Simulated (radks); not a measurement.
# The series with 49 electrons, Ba⁷⁺ to Bi³⁴⁺

What does a rising nuclear charge do to the levels of a fixed set of electrons? The series is run ion by ion, all in [Kr] 4d10 5s2 5p1.

Method: Dirac Kohn-Sham, PBE, spin-unpolarised, spherical densities, finite nucleus; open shells fill j = l - 1/2 first. Code: radks (a radial shooting solver on a logarithmic mesh, Libxc functionals) version 1.

## (1) The system

| Quantity | Value |
| --- | --- |
| electrons | 49 |
| ions | Ba⁷⁺, Pr¹⁰⁺, Sm¹³⁺, Tb¹⁶⁺, Er¹⁹⁺, Lu²²⁺, W²⁵⁺, Ir²⁸⁺, Hg³¹⁺, Bi³⁴⁺ |
| configuration | [Kr] 4d10 5s2 5p1 |

## (2) Ba⁷⁺

Input:

```text
Z 56
configuration [Kr] 4d10 5s2 5p1
relativity Dirac
functional pbe,pbe
spin unpolarised
j_filling energy
nucleus finite rms 4.8378 fm
c 137.035999084
```

## (3) Pr¹⁰⁺

Input:

```text
Z 59
configuration [Kr] 4d10 5s2 5p1
relativity Dirac
functional pbe,pbe
spin unpolarised
j_filling energy
nucleus finite rms 4.8919 fm
c 137.035999084
```

## (4) Sm¹³⁺

Input:

```text
Z 62
configuration [Kr] 4d10 5s2 5p1
relativity Dirac
functional pbe,pbe
spin unpolarised
j_filling energy
nucleus finite rms 5.0819 fm
c 137.035999084
```

## (5) Tb¹⁶⁺

Input:

```text
Z 65
configuration [Kr] 4d10 5s2 5p1
relativity Dirac
functional pbe,pbe
spin unpolarised
j_filling energy
nucleus finite rms 5.06 fm
c 137.035999084
```

## (6) Er¹⁹⁺

Input:

```text
Z 68
configuration [Kr] 4d10 5s2 5p1
relativity Dirac
functional pbe,pbe
spin unpolarised
j_filling energy
nucleus finite rms 5.2516 fm
c 137.035999084
```

## (7) Lu²²⁺

Input:

```text
Z 71
configuration [Kr] 4d10 5s2 5p1
relativity Dirac
functional pbe,pbe
spin unpolarised
j_filling energy
nucleus finite rms 5.37 fm
c 137.035999084
```

## (8) W²⁵⁺

Input:

```text
Z 74
configuration [Kr] 4d10 5s2 5p1
relativity Dirac
functional pbe,pbe
spin unpolarised
j_filling energy
nucleus finite rms 5.3658 fm
c 137.035999084
```

## (9) Ir²⁸⁺

Input:

```text
Z 77
configuration [Kr] 4d10 5s2 5p1
relativity Dirac
functional pbe,pbe
spin unpolarised
j_filling energy
nucleus finite rms 5.4032 fm
c 137.035999084
```

## (10) Hg³¹⁺

Input:

```text
Z 80
configuration [Kr] 4d10 5s2 5p1
relativity Dirac
functional pbe,pbe
spin unpolarised
j_filling energy
nucleus finite rms 5.4648 fm
c 137.035999084
```

## (11) Bi³⁴⁺

Input:

```text
Z 83
configuration [Kr] 4d10 5s2 5p1
relativity Dirac
functional pbe,pbe
spin unpolarised
j_filling energy
nucleus finite rms 5.5211 fm
c 137.035999084
```

**Question.** What will these runs give? Wanted: for each run, ion; E; ε(4d3/2); ε(4d5/2); ε(5s1/2); ε(5p1/2); ε(5p3/2, empty); <r>(5p1/2).

**Answer**, as computed:

```csv
ion,E (hartree),ε(4d3/2) (eV),ε(4d5/2) (eV),ε(5s1/2) (eV),ε(5p1/2) (eV),"ε(5p3/2, empty) (eV)",<r>(5p1/2) (bohr)
Ba⁷⁺,-8127.3659,-176.76,-174.09,-110.19,-94.182,-91.093,1.611
Pr¹⁰⁺,-9216.4346,-275.27,-271.36,-175.05,-154.79,-149.69,1.371
Sm¹³⁺,-10383.8238,-390.65,-385.17,-251.57,-227.04,-219.28,1.200
Tb¹⁶⁺,-11631.3388,-522.57,-515.12,-339.61,-310.76,-299.59,1.070
Er¹⁹⁺,-12960.8141,-670.85,-660.98,-439.19,-405.96,-390.47,0.9669
Lu²²⁺,-14374.5353,-835.43,-822.60,-550.41,-512.72,-491.83,0.8824
W²⁵⁺,-15875.0430,-1016.3,-999.89,-673.43,-631.18,-603.65,0.8115
Ir²⁸⁺,-17465.0253,-1213.4,-1192.8,-808.45,-761.54,-725.91,0.7509
Hg³¹⁺,-19147.5977,-1426.8,-1401.2,-955.75,-904.05,-858.62,0.6984
Bi³⁴⁺,-20926.3016,-1656.6,-1625.2,-1115.6,-1059.0,-1001.8,0.6524
```

**Reading.** From Ba⁷⁺ to Bi³⁴⁺ the 5p1/2 level deepens by a factor 11.2 and shrinks by a factor 2.47. The order of these tabulated levels, which need not hold every outer shell, does not change along the series. The configuration is held, so it need not be the ground state of every ion.
